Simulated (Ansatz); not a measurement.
# FeBiSe3: the cost of one run

Method: DFT PBE, scalar-relativistic, plane waves, PAW, in Ansatz 0.2.0.

### Step 1. Starting point

It takes space group Pm-3m (No. 221, cubic). The conventional cell has a = 4.952 Å, b = 4.952 Å, c = 4.952 Å, α = 90.00°, β = 90.00°, γ = 90.00°. Fe (site symmetry m-3m) has 6 Se at 2.48 Å as nearest neighbours. Bi (site symmetry m-3m) is surrounded by 12 Se at 3.50 Å. Around Se (site symmetry 4/mmm) lie 2 Fe at 2.48 Å and 4 Bi at 3.50 Å.

Coordinates:

```
Fe Bi Se
1.0
     4.95196    0.00000    0.00000
     0.00000    4.95196    0.00000
     0.00000    0.00000    4.95196
Fe Bi Se
1 1 3
Cartesian
  0.0000 0.0000 0.0000
  2.4760 2.4760 2.4760
  2.4760 0.0000 0.0000
  0.0000 2.4760 0.0000
  0.0000 0.0000 2.4760
```

A structure generator made this guess: perovskite family, tilts a0a0a0 (Pm-3m, No. 221). Its size is a rough estimate.

### Step 2. A first look at the guess

input.yaml reads:

```yaml
crystal:
  lattice:
    - [4.95195516, 0.0, 0.0]
    - [0.0, 4.95195516, 0.0]
    - [0.0, 0.0, 4.95195516]
  atoms:
    - { symbol: Fe, position: [0.0, 0.0, 0.0], spin: 4.0 }
    - { symbol: Bi, position: [0.5, 0.5, 0.5] }
    - { symbol: Se, position: [0.5, 0.0, 0.0] }
    - { symbol: Se, position: [0.0, 0.5, 0.0] }
    - { symbol: Se, position: [0.0, 0.0, 0.5] }
basis:
  ecutwfc: 420
kpoints:
  mp_grid: { grid: [4, 4, 4] }
hamiltonian:
  xc: pbe
scf:
  occupations: { method: gaussian, width: 0.1 }
  lower_state_search: "off"
output:
  forces: true
  stress: true
  eigenvalues: true
  populations: true
magnetization:
  spin_polarized: true
```

Launch:

```console
$ ansatz run input.yaml --threads 1 --pin off --max-ram 2048MiB --backend cpu --events-out ev --progress --plain --runs-dir out
```

What time and memory should one allow on 1 thread of Arm Neoverse V1, shared host?

About 16 s, with a peak of 0.45 GiB.
